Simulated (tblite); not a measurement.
# C5H10OSi2: the cost of one run

The runs use tblite 0.8.0 and PySCF 2.14.0, with density-fitted response routines of our own; the level of theory stands in each step. All values are computed, except where a source is named. Atoms are numbered from 0 throughout.

### Step 1. Starting geometry

18 atoms, charge 0, multiplicity 1; geometry from: force field or distance geometry start.

Bonds of the start (Å): C0–C1 1.47, C1–C2 1.20, C2–Si3 1.83, Si3–C4 1.83, C4–C5 1.52, C5–Si6 1.88, Si6–O7 1.73, O7–Si3 1.73, C0–H8 1.11, C0–H9 1.10, C0–H10 1.10, Si3–H11 1.50, C4–H12 1.12, C4–H13 1.11, C5–H14 1.10, C5–H15 1.09, Si6–H16 1.47, Si6–H17 1.44.

### Step 2. Geometry optimisation with GFN2-xTB

The job: settings as JSON, then the geometry in Å.

```
{"job": {"kind": "relax", "xc": "GFN2-xTB", "basis": "xTB"}, "charge": 0, "multiplicity": 1}
C      3.926900     0.141600    -0.523200
C      2.519000    -0.079700    -0.157200
C      1.382200    -0.285000     0.185400
Si    -0.355400    -0.581500     0.665600
C     -1.402400    -1.051200    -0.753900
C     -1.823100     0.289700    -1.332400
Si    -2.464600     1.090200     0.246300
O     -1.074000     0.870800     1.259800
H      4.263800     1.165600    -0.262500
H      4.064700     0.022700    -1.607300
H      4.615600    -0.558200    -0.023100
H     -0.432800    -1.645400     1.717000
H     -2.338400    -1.498300    -0.344000
H     -0.900900    -1.697200    -1.505500
H     -0.973600     0.886800    -1.683200
H     -2.628300     0.172400    -2.062600
H     -3.560700     0.289600     0.817700
H     -2.827000     2.473400     0.087000
```

Command:

```bash
$ OMP_NUM_THREADS=1 python probes_run.py task.json out
```

The driver reads the jobs from task.json and runs them one after another.

**Question.** How long does this first job take on 1 thread of Arm Neoverse N1, shared host, and how much memory does it need?

About 1.3 s, with a peak of 0.18 GiB.
